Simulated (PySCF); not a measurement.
# C2H4Al2Cl2: electronic excitations at several levels of theory

Aim: compute the electronic excitations of C2H4Al2Cl2 (`C#[C][AlH-]1[Cl+][AlH2-][Cl+]1`) at several levels, and see how far they spread and what each costs.

Programs: PySCF 2.14.0, with density-fitted response routines of our own. Each step states its level of theory. These are calculated values for one molecule in the gas phase, unless marked as measured. Atoms are numbered from 0 throughout.

**1. Starting geometry**

10 atoms, charge 0, multiplicity 1; geometry from: GFN2-xTB.

Bonds of the start (Å): C0–C1 1.21, C1–Al2 1.94, Al2–Cl3 2.21, Cl3–Al4 2.19, Al4–Cl5 2.18, Cl5–Al2 2.21, C0–H6 1.06, Al2–H7 1.54, Al4–H8 1.54, Al4–H9 1.54.

**2. Optimising the geometry at PBE0-D3(BJ)/def2-SVP**

The job: settings as JSON, then the geometry in Å.

```
{"job": {"xc": "PBE0", "basis": "def2-SVP", "d3": "d3bj", "grid": 1, "kind": "geom"}, "charge": 0, "multiplicity": 1}
C      3.116139    -0.353322     0.027025
C      2.041797     0.196505    -0.080043
Al     0.336671     1.102979    -0.260510
Cl    -0.847473     0.048832    -1.797654
Al    -2.176099    -0.740893    -0.252757
Cl    -1.042344     0.325969     1.279570
H      4.052572    -0.830927     0.120180
H      0.010580     2.595785    -0.411586
H     -1.919098    -2.252444    -0.094515
H     -3.563862    -0.087830    -0.405078
```

What it wrote:

```text
step   0  E = -1482.84374637  max force = 0.036382
step   1  E = -1482.85627654  max force = 0.001887
step   2  E = -1482.85638318  max force = 0.001627
step   3  E = -1482.85644892  max force = 0.000625
step   4  E = -1482.85645914  max force = 0.000539
step   5  E = -1482.85648915  max force = 0.000787
step   6  E = -1482.85650945  max force = 0.000797
step   7  E = -1482.85655070  max force = 0.000671
step   8  E = -1482.85656820  max force = 0.000525
step   9  E = -1482.85657576  max force = 0.000387
optimisation converged
```

Wall time 57 s (1 thread, shared host).

Relaxation path:

```
step  energy from step 0 (eV)  largest force component (eV/Å)
   0                   0.0000                          1.8708
   1                  -0.3410                          0.0970
   2                  -0.3439                          0.0837
   3                  -0.3457                          0.0321
   4                  -0.3459                          0.0277
   5                  -0.3467                          0.0405
   6                  -0.3473                          0.0410
   7                  -0.3484                          0.0345
   8                  -0.3489                          0.0270
   9                  -0.3491                          0.0199
```

Distances of close pairs at the start and the end, largest changes first:

```
   bond  before (Å)  after (Å)  change (Å)
Al4–Cl5       2.184      2.320      +0.136
Cl3–Al4       2.185      2.318      +0.133
Al2–Cl3       2.208      2.307      +0.099
Al2–Cl5       2.208      2.305      +0.096
 C1–Al2       1.940      1.903      -0.037
 Al4–H9       1.541      1.576      +0.035
 Al2–H7       1.535      1.570      +0.034
 Al4–H8       1.541      1.576      +0.034
```

The next job starts from the end point, and lists it.

```
                         at the end point                value
  point group (found at 0.08 Å tolerance)                   Cs
rotational constants (GHz, main isotopes)  2.059, 1.112, 0.869
                        dipole moment (D)                 0.64
```

**3. Excited states and response: HF/def2-SVPD**

The job: settings as JSON, then the geometry in Å.

```
{"job": {"kind": "uv", "xc": "HF", "basis": "def2-SVPD", "ip": true}, "charge": 0, "multiplicity": 1}
C      3.102014    -0.354856     0.259473
C      2.034128     0.203059     0.064238
Al     0.397930     1.118760    -0.260472
Cl    -0.723706     0.002620    -1.939111
Al    -2.267280    -0.782534    -0.397604
Cl    -1.149471     0.372457     1.275861
H      4.040963    -0.850309     0.436384
H      0.222854     2.665051    -0.467666
H     -2.017717    -2.323507    -0.184226
H     -3.637161    -0.049570    -0.662750
```

With the program's defaults for keys left out, this is: TDDFT HF/def2-SVPD, vertical, gas phase, core orbitals frozen in the response.

What it wrote:

```text
final grid: 91176 points
cycle   1  E = -1480.4652932772  dE =  3.320e-01  |g| = 3.999e-01  |ddm| = 4.911e+00
cycle   2  E = -1480.5292844693  dE = -6.399e-02  |g| = 1.332e-01  |ddm| = 1.623e+00
cycle   3  E = -1480.5354708383  dE = -6.186e-03  |g| = 5.300e-02  |ddm| = 4.952e-01
cycle   4  E = -1480.5364354851  dE = -9.646e-04  |g| = 1.949e-02  |ddm| = 2.236e-01
cycle   5  E = -1480.5365411760  dE = -1.057e-04  |g| = 2.947e-03  |ddm| = 4.738e-02
cycle   6  E = -1480.5365464382  dE = -5.262e-06  |g| = 8.193e-04  |ddm| = 1.214e-02
cycle   7  E = -1480.5365469683  dE = -5.301e-07  |g| = 2.241e-04  |ddm| = 3.646e-03
cycle   8  E = -1480.5365470187  dE = -5.035e-08  |g| = 9.233e-05  |ddm| = 9.122e-04
cycle   9  E = -1480.5365470304  dE = -1.178e-08  |g| = 5.337e-05  |ddm| = 2.486e-04
cycle  10  E = -1480.5365470369  dE = -6.441e-09  |g| = 1.930e-05  |ddm| = 2.081e-04
cycle  11  E = -1480.5365470377  dE = -8.401e-10  |g| = 3.512e-06  |ddm| = 9.689e-05
converged SCF energy = -1480.5365470377

Static polarisability (au): isotropic 92.765, principal 82.716 85.438 110.141

Singlet excitations
state   eV       nm        f      main configurations
  1   5.2665    235.4   0.00003   H->L+11 0.22, H->L 0.16, H->L+4 0.11
  2   5.7883    214.2   0.00046   H-1->L+11 0.17, H-1->L 0.14, H->L+3 0.12
  3   5.8022    213.7   0.00002   H-1->L+3 0.17, H-1->L+7 0.16, H-1->L+9 0.13
  4   7.7968    159.0   0.00031   H-2->L 0.65, H-2->L+4 0.13
  5   8.4015    147.6   0.07045   H->L+2 0.41, H->L+5 0.19, H->L+1 0.13
  6   8.4410    146.9   0.05252   H-1->L+2 0.37, H-1->L+5 0.18, H-1->L+1 0.14
  7   8.5319    145.3   0.04711   H-3->L 0.45, H-3->L+4 0.09
  8   8.5473    145.1   0.00376   H-2->L+2 0.32, H-2->L+3 0.27, H-2->L+7 0.12
  9   8.8299    140.4   0.93425   H-1->L 0.40, H-1->L+4 0.12, H->L+7 0.12
 10   9.0784    136.6   0.07674   H-2->L+1 0.37, H-2->L+3 0.13

Triplet excitations (Tamm-Dancoff, eV): 4.0457 4.8643 4.8727 5.6658
Vertical ionisation energy (delta-SCF) = 9.3383 eV
```

It took 27 s on 1 thread, shared host.

Frontier orbitals and where they lie:

```
orbital      eV                         atoms
 HOMO−3  -12.61    H7 33 %, Al2 25 %, H9 10 %
 HOMO−2  -11.77    Al4 29 %, H8 24 %, H9 22 %
 HOMO−1  -11.02      C1 46 %, C0 44 %, H6 4 %
   HOMO  -10.98     C1 44 %, C0 43 %, Al2 5 %
   LUMO    1.64  Al4 22 %, Cl3 18 %, Cl5 18 %
 LUMO+1    1.71   Al4 54 %, Al2 17 %, Cl5 9 %
 LUMO+2    1.80   Al2 42 %, Al4 22 %, Cl3 9 %
```

With each of the 10 states as a Gaussian band of 0.4 eV half-width at 1/e, the curve within the window shown has maxima at 140 nm (ε 43,000) L/(mol cm). Beyond the last state computed it falls off for lack of states. The curve at chosen wavelengths:

(nm, ε (L/mol/cm)): (132, 7580), (137, 32917), (143, 37822), (148, 16594), (153, 4467), (159, 538), (164, 61), (169, 6), (175, 1), (180, 0), (185, 0), (191, 1), (196, 3), (201, 8), (206, 14), (212, 19), (217, 19), (222, 15), (228, 10), (233, 6), (238, 3), (244, 2), (249, 1), (254, 1), (260, 0), (265, 0)

Ground-state properties from the same run:

```
           property  computed
  dipole moment (D)      0.64
polarisability (Å³)     13.75
 HOMO–LUMO gap (eV)     12.62
      −ε(HOMO) (eV)     10.98
```

**4. TDDFT and polarisability: LDA/def2-SVPD**

Settings changed since step 3:

```diff
@@ -1,2 +1,2 @@
-{"job": {"kind": "uv", "xc": "HF", "basis": "def2-SVPD", "ip": true}, "charge": 0, "multiplicity": 1}
+{"job": {"kind": "uv", "xc": "LDA", "basis": "def2-SVPD", "ip": true}, "charge": 0, "multiplicity": 1}
 C      3.102014    -0.354856     0.259473
```

With the program's defaults for keys left out, this is: TDDFT LDA/def2-SVPD, vertical, gas phase, core orbitals frozen in the response.

What it wrote:

```text
coarse grid: 11152 points
cycle   1  E = -1477.4450523203  dE =  2.403e-01  |g| = 4.910e-01  |ddm| = 7.425e+00
cycle   2  E = -1477.3365470282  dE =  1.085e-01  |g| = 7.654e-01  |ddm| = 2.220e+00
cycle   3  E = -1477.4883741976  dE = -1.518e-01  |g| = 3.167e-01  |ddm| = 1.483e+00
cycle   4  E = -1477.5143635883  dE = -2.599e-02  |g| = 7.533e-02  |ddm| = 4.217e-01
cycle   5  E = -1477.5160461264  dE = -1.683e-03  |g| = 1.646e-02  |ddm| = 1.347e-01
cycle   6  E = -1477.5161278962  dE = -8.177e-05  |g| = 3.647e-03  |ddm| = 3.772e-02
cycle   7  E = -1477.5161319594  dE = -4.063e-06  |g| = 8.768e-04  |ddm| = 9.763e-03
final grid: 91176 points
cycle   8  E = -1477.6838599333  dE = -1.391e-05  |g| = 1.545e-03  |ddm| = 5.434e-02
cycle   9  E = -1477.6838571580  dE =  2.775e-06  |g| = 3.529e-03  |ddm| = 9.382e-03
cycle  10  E = -1477.6838603408  dE = -3.183e-06  |g| = 1.155e-03  |ddm| = 4.860e-03
cycle  11  E = -1477.6838606797  dE = -3.389e-07  |g| = 2.782e-04  |ddm| = 1.783e-03
cycle  12  E = -1477.6838607023  dE = -2.252e-08  |g| = 3.025e-05  |ddm| = 5.497e-04
cycle  13  E = -1477.6838607026  dE = -3.031e-10  |g| = 5.901e-06  |ddm| = 8.887e-05
converged SCF energy = -1477.6838607026

Static polarisability (au): isotropic 106.188, principal 92.950 97.541 128.074

Singlet excitations
state   eV       nm        f      main configurations
  1   5.0830    243.9   0.00039   H->L 0.99
  2   5.1148    242.4   0.00063   H-1->L 0.99
  3   5.3735    230.7   0.02785   H-2->L 0.84, H->L+1 0.12
  4   5.7499    215.6   0.00154   H-1->L+1 0.96
  5   5.8639    211.4   0.00176   H-3->L 0.55, H-2->L+1 0.43
  6   5.9018    210.1   0.00139   H-2->L+1 0.53, H-3->L 0.44
  7   6.1637    201.2   0.04876   H->L+1 0.46, H-2->L+2 0.32, H->L+3 0.15
  8   6.2751    197.6   0.01697   H->L+3 0.80, H-2->L+2 0.10
  9   6.2875    197.2   0.00015   H->L+2 0.89
 10   6.3380    195.6   0.00131   H-2->L+3 0.51, H-1->L+2 0.47

Triplet excitations (Tamm-Dancoff, eV): 4.7275 4.9285 4.9898 5.2256
Vertical ionisation energy (delta-SCF) = 10.4376 eV
Vertical electron affinity (delta-SCF) = 0.2740 eV
```

It took 81 s on 1 thread, shared host.

Key values: HOMO -7.29 eV, LUMO -2.25 eV; lowest singlet 5.08 eV.

**5. Ultraviolet spectrum: PBE/def2-SVPD**

Settings changed since step 4:

```diff
@@ -1,2 +1,2 @@
-{"job": {"kind": "uv", "xc": "LDA", "basis": "def2-SVPD", "ip": true}, "charge": 0, "multiplicity": 1}
+{"job": {"kind": "uv", "xc": "PBE", "basis": "def2-SVPD", "ip": true}, "charge": 0, "multiplicity": 1}
 C      3.102014    -0.354856     0.259473
```

Method: TDDFT PBE/def2-SVPD, vertical, gas phase, core orbitals frozen in the response.

What it wrote:

```text
coarse grid: 11152 points
cycle   1  E = -1482.4234505274  dE =  2.468e-01  |g| = 5.020e-01  |ddm| = 7.010e+00
cycle   2  E = -1482.3242911999  dE =  9.916e-02  |g| = 7.517e-01  |ddm| = 2.131e+00
cycle   3  E = -1482.4722768818  dE = -1.480e-01  |g| = 3.127e-01  |ddm| = 1.311e+00
cycle   4  E = -1482.4976998105  dE = -2.542e-02  |g| = 7.517e-02  |ddm| = 4.073e-01
cycle   5  E = -1482.4993822097  dE = -1.682e-03  |g| = 1.566e-02  |ddm| = 1.361e-01
cycle   6  E = -1482.4994547985  dE = -7.259e-05  |g| = 3.548e-03  |ddm| = 3.535e-02
cycle   7  E = -1482.4994589468  dE = -4.148e-06  |g| = 7.283e-04  |ddm| = 9.768e-03
final grid: 91176 points
cycle   8  E = -1482.7267747235  dE = -1.764e-05  |g| = 5.427e-03  |ddm| = 6.839e-02
cycle   9  E = -1482.7267660851  dE =  8.638e-06  |g| = 7.562e-03  |ddm| = 2.356e-02
cycle  10  E = -1482.7267835079  dE = -1.742e-05  |g| = 1.446e-03  |ddm| = 1.303e-02
cycle  11  E = -1482.7267839046  dE = -3.966e-07  |g| = 7.124e-04  |ddm| = 1.988e-03
cycle  12  E = -1482.7267840480  dE = -1.435e-07  |g| = 1.004e-04  |ddm| = 1.090e-03
cycle  13  E = -1482.7267840512  dE = -3.111e-09  |g| = 1.292e-05  |ddm| = 2.749e-04
cycle  14  E = -1482.7267840512  dE = -4.638e-11  |g| = 2.782e-06  |ddm| = 4.773e-05
converged SCF energy = -1482.7267840512

Static polarisability (au): isotropic 104.379, principal 91.806 95.611 125.719

Singlet excitations
state   eV       nm        f      main configurations
  1   5.1549    240.5   0.00043   H->L 1.00
  2   5.3437    232.0   0.00048   H-2->L 1.00
  3   5.4145    229.0   0.02543   H-1->L 0.83, H->L+1 0.13
  4   5.9071    209.9   0.00001   H-1->L+1 0.97
  5   5.9673    207.8   0.00142   H-2->L+1 0.99
  6   6.0660    204.4   0.00343   H-3->L 0.98
  7   6.1816    200.6   0.04350   H->L+1 0.46, H-1->L+2 0.34, H->L+3 0.14
  8   6.3032    196.7   0.01383   H->L+3 0.78, H-1->L+2 0.12
  9   6.3155    196.3   0.00018   H->L+2 0.89
 10   6.3569    195.0   0.00278   H-1->L+3 0.93

Triplet excitations (Tamm-Dancoff, eV): 4.6154 4.8825 5.0587 5.1828
Vertical ionisation energy (delta-SCF) = 10.3991 eV
Vertical electron affinity (delta-SCF) = 0.0830 eV
```

Run time: 2.4 min. Hardware: 1 thread, shared host.

This run: HOMO -7.11 eV, LUMO -1.99 eV; lowest singlet 5.15 eV.

**6. Ultraviolet spectrum: B3LYP/def2-SVPD**

Settings changed since step 5:

```diff
@@ -1,2 +1,2 @@
-{"job": {"kind": "uv", "xc": "PBE", "basis": "def2-SVPD", "ip": true}, "charge": 0, "multiplicity": 1}
+{"job": {"kind": "uv", "xc": "B3LYP", "basis": "def2-SVPD", "ip": true}, "charge": 0, "multiplicity": 1}
 C      3.102014    -0.354856     0.259473
```

With the program's defaults for keys left out, this is: TDDFT B3LYP/def2-SVPD, vertical, gas phase, core orbitals frozen in the response.

What it wrote:

```text
coarse grid: 11152 points
cycle   1  E = -1483.3341653941  dE =  2.503e-01  |g| = 4.449e-01  |ddm| = 6.962e+00
cycle   2  E = -1483.3141530928  dE =  2.001e-02  |g| = 5.144e-01  |ddm| = 1.943e+00
cycle   3  E = -1483.3836279686  dE = -6.947e-02  |g| = 1.759e-01  |ddm| = 8.623e-01
cycle   4  E = -1483.3914136288  dE = -7.786e-03  |g| = 4.671e-02  |ddm| = 2.480e-01
cycle   5  E = -1483.3920296940  dE = -6.161e-04  |g| = 5.838e-03  |ddm| = 7.545e-02
cycle   6  E = -1483.3920393755  dE = -9.682e-06  |g| = 1.526e-03  |ddm| = 1.914e-02
final grid: 91176 points
cycle   7  E = -1483.5681235767  dE = -1.292e-05  |g| = 3.776e-03  |ddm| = 5.891e-02
cycle   8  E = -1483.5681228790  dE =  6.978e-07  |g| = 3.972e-03  |ddm| = 1.649e-02
cycle   9  E = -1483.5681273764  dE = -4.497e-06  |g| = 7.579e-04  |ddm| = 7.858e-03
cycle  10  E = -1483.5681275141  dE = -1.377e-07  |g| = 2.682e-04  |ddm| = 1.091e-03
cycle  11  E = -1483.5681275324  dE = -1.829e-08  |g| = 3.770e-05  |ddm| = 3.542e-04
cycle  12  E = -1483.5681275328  dE = -4.259e-10  |g| = 6.047e-06  |ddm| = 7.757e-05
converged SCF energy = -1483.5681275328

Static polarisability (au): isotropic 100.844, principal 88.921 92.771 120.841

Singlet excitations
state   eV       nm        f      main configurations
  1   5.4843    226.1   0.00029   H->L 0.86, H->L+3 0.10
  2   5.7610    215.2   0.00989   H-1->L 0.62, H->L+1 0.29
  3   5.9814    207.3   0.00000   H-1->L+1 0.89
  4   6.1418    201.9   0.00076   H-2->L 0.96
  5   6.7869    182.7   0.01040   H-3->L 0.78, H->L+3 0.09
  6   6.7878    182.7   0.11639   H-1->L+3 0.32, H-1->L 0.29, H->L+1 0.29
  7   6.9705    177.9   0.00030   H->L+3 0.72, H-3->L 0.12, H->L 0.10
  8   6.9865    177.5   0.01068   H-2->L+1 0.93
  9   7.0869    174.9   0.00447   H->L+2 0.78, H-2->L+2 0.15
 10   7.1355    173.8   0.00179   H-2->L+2 0.79, H->L+2 0.15

Triplet excitations (Tamm-Dancoff, eV): 4.7090 5.0662 5.1440 5.7179
Vertical ionisation energy (delta-SCF) = 10.3420 eV
Vertical electron affinity (delta-SCF) = -0.1314 eV
```

It took 1.7 min on 1 thread, shared host.

This run: HOMO -8.05 eV, LUMO -1.36 eV; lowest singlet 5.48 eV.

**7. Ultraviolet spectrum: PBE0/def2-SVPD**

Settings changed since step 6:

```diff
@@ -1,2 +1,2 @@
-{"job": {"kind": "uv", "xc": "B3LYP", "basis": "def2-SVPD", "ip": true}, "charge": 0, "multiplicity": 1}
+{"job": {"kind": "uv", "xc": "PBE0", "basis": "def2-SVPD", "ip": true}, "charge": 0, "multiplicity": 1}
 C      3.102014    -0.354856     0.259473
```

Level: TDDFT PBE0/def2-SVPD, vertical, gas phase, core orbitals frozen in the response.

What it wrote:

```text
coarse grid: 11152 points
cycle   1  E = -1482.6453324325  dE =  2.485e-01  |g| = 4.014e-01  |ddm| = 6.168e+00
cycle   2  E = -1482.6374682873  dE =  7.864e-03  |g| = 4.347e-01  |ddm| = 1.650e+00
cycle   3  E = -1482.6857347207  dE = -4.827e-02  |g| = 1.565e-01  |ddm| = 7.064e-01
cycle   4  E = -1482.6919136582  dE = -6.179e-03  |g| = 3.836e-02  |ddm| = 2.258e-01
cycle   5  E = -1482.6923281578  dE = -4.145e-04  |g| = 4.572e-03  |ddm| = 6.886e-02
cycle   6  E = -1482.6923341076  dE = -5.950e-06  |g| = 1.050e-03  |ddm| = 1.565e-02
final grid: 91176 points
cycle   7  E = -1482.8634926761  dE = -1.345e-05  |g| = 3.122e-03  |ddm| = 4.861e-02
cycle   8  E = -1482.8634926846  dE = -8.524e-09  |g| = 3.144e-03  |ddm| = 1.183e-02
cycle   9  E = -1482.8634956974  dE = -3.013e-06  |g| = 3.751e-04  |ddm| = 5.718e-03
cycle  10  E = -1482.8634957202  dE = -2.277e-08  |g| = 2.561e-04  |ddm| = 7.977e-04
cycle  11  E = -1482.8634957370  dE = -1.677e-08  |g| = 2.441e-05  |ddm| = 2.934e-04
cycle  12  E = -1482.8634957372  dE = -1.605e-10  |g| = 6.221e-06  |ddm| = 7.374e-05
converged SCF energy = -1482.8634957372

Static polarisability (au): isotropic 100.141, principal 88.497 91.931 119.997

Singlet excitations
state   eV       nm        f      main configurations
  1   5.5790    222.2   0.00030   H->L 0.79, H->L+3 0.13
  2   5.8920    210.4   0.00794   H-1->L 0.58, H->L+1 0.31
  3   6.0631    204.5   0.00002   H-1->L+1 0.85
  4   6.2454    198.5   0.00084   H-2->L 0.94
  5   6.8879    180.0   0.00620   H-3->L 0.85
  6   7.0358    176.2   0.16615   H-1->L 0.36, H->L+1 0.30, H-1->L+3 0.26
  7   7.1451    173.5   0.00681   H-2->L+1 0.82, H-2->L+2 0.10
  8   7.2254    171.6   0.00088   H-2->L+2 0.83, H-2->L+1 0.09
  9   7.2301    171.5   0.00026   H->L+3 0.71, H->L 0.14
 10   7.3863    167.9   0.00607   H->L+2 0.88

Triplet excitations (Tamm-Dancoff, eV): 4.6336 5.0605 5.1153 5.7658
Vertical ionisation energy (delta-SCF) = 10.4040 eV
```

Run time: 1.8 min. Hardware: 1 thread, shared host.

This run: HOMO -8.32 eV, LUMO -1.19 eV; lowest singlet 5.58 eV.

**8. Ultraviolet spectrum: BHandHLYP/def2-SVPD**

Settings changed since step 7:

```diff
@@ -1,2 +1,2 @@
-{"job": {"kind": "uv", "xc": "PBE0", "basis": "def2-SVPD", "ip": true}, "charge": 0, "multiplicity": 1}
+{"job": {"kind": "uv", "xc": "BHandHLYP", "basis": "def2-SVPD", "ip": true}, "charge": 0, "multiplicity": 1}
 C      3.102014    -0.354856     0.259473
```

With the program's defaults for keys left out, this is: TDDFT BHandHLYP/def2-SVPD, vertical, gas phase, core orbitals frozen in the response.

What it wrote:

```text
coarse grid: 11152 points
cycle   1  E = -1483.2941641950  dE =  2.718e-01  |g| = 3.744e-01  |ddm| = 5.999e+00
cycle   2  E = -1483.3178668151  dE = -2.370e-02  |g| = 2.775e-01  |ddm| = 1.652e+00
cycle   3  E = -1483.3376933445  dE = -1.983e-02  |g| = 8.791e-02  |ddm| = 4.918e-01
cycle   4  E = -1483.3393388134  dE = -1.645e-03  |g| = 4.132e-02  |ddm| = 1.789e-01
cycle   5  E = -1483.3398052772  dE = -4.665e-04  |g| = 2.659e-03  |ddm| = 7.953e-02
cycle   6  E = -1483.3398077555  dE = -2.478e-06  |g| = 5.957e-04  |ddm| = 1.310e-02
final grid: 91176 points
cycle   7  E = -1483.4535231203  dE = -7.227e-06  |g| = 1.686e-03  |ddm| = 4.008e-02
cycle   8  E = -1483.4535235373  dE = -4.170e-07  |g| = 1.168e-03  |ddm| = 6.657e-03
cycle   9  E = -1483.4535239034  dE = -3.661e-07  |g| = 2.049e-04  |ddm| = 2.368e-03
cycle  10  E = -1483.4535239108  dE = -7.416e-09  |g| = 1.344e-04  |ddm| = 4.172e-04
cycle  11  E = -1483.4535239156  dE = -4.796e-09  |g| = 1.543e-05  |ddm| = 2.079e-04
cycle  12  E = -1483.4535239157  dE = -9.550e-11  |g| = 4.380e-06  |ddm| = 3.195e-05
converged SCF energy = -1483.4535239157

Static polarisability (au): isotropic 96.837, principal 85.754 89.183 115.574

Singlet excitations
state   eV       nm        f      main configurations
  1   5.5842    222.0   0.00013   H->L 0.49, H->L+3 0.23, H->L+8 0.10
  2   5.9086    209.8   0.00226   H-1->L 0.34, H->L+1 0.26, H-1->L+3 0.15
  3   5.9784    207.4   0.00002   H-1->L+1 0.52, H-1->L+6 0.13, H-1->L+4 0.11
  4   6.9147    179.3   0.00069   H-2->L 0.82, H-2->L+3 0.12
  5   7.5531    164.2   0.00850   H-3->L 0.71, H-2->L+3 0.09
  6   7.7451    160.1   0.27593   H-1->L 0.50, H->L+1 0.19, H-2->L+2 0.11
  7   7.7738    159.5   0.04655   H-2->L+2 0.63, H-1->L 0.09
  8   7.9497    156.0   0.03138   H->L+2 0.52, H->L+4 0.12
  9   8.0004    155.0   0.03198   H-1->L+2 0.48, H-1->L+4 0.13
 10   8.0365    154.3   0.01951   H->L 0.26, H->L+3 0.20, H->L+8 0.15

Triplet excitations (Tamm-Dancoff, eV): 4.6243 5.0889 5.1205 5.7540
Vertical ionisation energy (delta-SCF) = 10.4043 eV
```

It took 1.7 min on 1 thread, shared host.

This run: HOMO -9.34 eV, LUMO -0.34 eV; lowest singlet 5.58 eV.

**9. Run by run: electronic excitations**

Excitations and ground-state properties, with basis size and wall time:

```
                run  lowest singlet (eV)  brightest (eV)      f  gap (eV)  α (Å³)  μ (D)  functions     time
       HF/def2-SVPD                 5.27            8.83  0.934     12.62   13.75   0.64        174     27 s
      LDA/def2-SVPD                 5.08            6.16  0.049      5.04   15.74   0.59        174     81 s
      PBE/def2-SVPD                 5.15            6.18  0.043      5.12   15.47   0.61        174  2.4 min
    B3LYP/def2-SVPD                 5.48            6.79  0.116      6.69   14.94   0.58        174  1.7 min
     PBE0/def2-SVPD                 5.58            7.04  0.166      7.14   14.84   0.60        174  1.8 min
BHandHLYP/def2-SVPD                 5.58            7.75  0.276      9.00   14.35   0.58        174  1.7 min
```

**10. Outcome**

| quantity | value |
| --- | --- |
| point group | Cs |
| rotational constants (main isotopes) | 2.06, 1.11, 0.87 GHz |
| lowest singlet (HF/def2-SVPD) | 5.27 eV (235 nm), f = 0.000 |
| brightest single state of those computed | state 9, 8.83 eV, f = 0.934 |
| lowest triplet | 4.05 eV |
| vertical ionisation energy (ΔSCF) | 9.34 eV |
| range of the lowest singlet | 5.08 to 5.58 eV |

Single values in the summary come from the first run of each kind that ended normally (HF/def2-SVPD), which need not be the best level. Over 9 steps the energy fell by 0.349 eV; of the close pairs, Al4–Cl5 changed most, 2.184 to 2.320 Å. No frequency check was run at this level, so the end point may be a saddle. The lowest singlet, at 5.27 eV, is HOMO→LUMO+11 0.22, HOMO→LUMO 0.16 and is dark; of the 10 states computed, the strongest absorption comes from state 9 at 8.83 eV. The lowest triplet lies 1.22 eV below the lowest singlet (triplets in Tamm-Dancoff, singlets in full TDDFT). At HF/def2-SVPD, the highest states lie near or above the ionisation energy, where they hang on the basis. The orbital energy would give 10.98 eV for ionisation, ΔSCF gives 9.34 eV. The lowest singlet runs from 5.08 eV (LDA/def2-SVPD) to 5.58 eV (BHandHLYP/def2-SVPD), while the orbital gap spans 5.04 to 12.62 eV: the excitation energy moves far less from run to run than the orbital gap does. The lowest state need not be the same one in every run. The runs solved for a few states only, so the brightest column depends on that window.
